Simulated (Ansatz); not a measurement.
# ClFH4OW: the cost of one run

Method: RKS PBE/def2-SVP, in Ansatz 0.2.0.

## 1. Starting point

Bond lengths: W1–O2 1.940 Å, O2–H3 1.010 Å, W1–H4 1.720 Å, W1–F5 1.850 Å, W1–H6 1.720 Å, W1–Cl7 2.390 Å, W1–H8 1.720 Å. Angles (14 of 16 angles, heavy atoms first): O2–W1–F5 90.0°, O2–W1–Cl7 90.0°, F5–W1–Cl7 180.0°, W1–O2–H3 109.5°, O2–W1–H4 90.0°, O2–W1–H6 90.0°, O2–W1–H8 180.0°, H4–W1–F5 90.0°, H4–W1–Cl7 90.0°, F5–W1–H6 90.0°, F5–W1–H8 90.0°, H6–W1–Cl7 90.0°, Cl7–W1–H8 90.0°, H4–W1–H6 180.0°.

Coordinates:

```xyz
8

W     0.0000    0.0000    0.0000
O     0.0000    0.0000    1.9400
H    -0.9095   -0.2814    2.2771
H     1.7200    0.0000    0.0000
F     0.0000    1.8500    0.0000
H    -1.7200    0.0000    0.0000
Cl    0.0000   -2.3900    0.0000
H     0.0000    0.0000   -1.7200
```

## 2. Preparing the start

File input.yaml:

```yaml
crystal:
  periodic: [false, false, false]
  atoms:
    - { symbol: W, position_ang: [0.0, 0.0, 0.0] }
    - { symbol: O, position_ang: [0.0, 0.0, 1.94] }
    - { symbol: H, position_ang: [-0.9095, -0.2814, 2.2771] }
    - { symbol: H, position_ang: [1.72, 0.0, 0.0] }
    - { symbol: F, position_ang: [0.0, 1.85, 0.0] }
    - { symbol: H, position_ang: [-1.72, 0.0, 0.0] }
    - { symbol: Cl, position_ang: [0.0, -2.39, 0.0] }
    - { symbol: H, position_ang: [0.0, 0.0, -1.72] }
basis:
  gaussian: { orbitals: def2-SVP }
hamiltonian:
  xc: pbe
relax:
  f_tol: 0.02
  max_steps: 40
```

Launch:

```sh
> ansatz run input.yaml --threads 1 --pin off --max-ram 2048MiB --backend cpu --events-out ev --progress --plain --runs-dir out
```

Q: Estimate wall time and peak memory on 1 thread of Arm Neoverse V1, shared host.

About 2.1 min, with a peak of 0.15 GiB.
